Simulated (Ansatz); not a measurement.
Runs of Ansatz 0.2.0 on ZnRe2. Symmetry: Fm-3m, No. 225, cubic system. The conventional cell has a = 5.791 Å, b = 5.791 Å, c = 5.791 Å, α = 90.00°, β = 90.00°, γ = 90.00°. Zn (site symmetry m-3m) has 8 Re at 2.51 Å as nearest neighbours. Around Re (site symmetry -43m) lie 4 Zn at 2.51 Å. The cell was built by a generator and needn't be a form met in nature.

```csv
level,gap on the mesh (eV),pressure (GPa)
PBE,none,(b)
RPBE,none,(a)
PBEsol,none,-7.6
LDA,none,-12.2
BLYP,none,9.4
```

Alike in all rows: task band structure; potentials or basis Ansatz PAW; no spin polarisation; cell as given; k mesh 8 × 8 × 8; cutoff (eV) 420; smearing fermi-dirac 0.05 eV.

Question: Estimate the missing entries.

Answer: (a) 3.5; (b) 0.0.

Caveats: the PAW data sets come from PBE, with cores solved anew for the run's functional, which leaves a small shift of forces and pressure (some runs); the potentials were made for another functional, which shifts forces and pressure (some runs).

A k mesh can miss the band edges, and the runs leave out spin-orbit coupling on Re.

A gap of «none» marks a metal or a gap under the smearing width.

Not every run made on this cell is shown here.
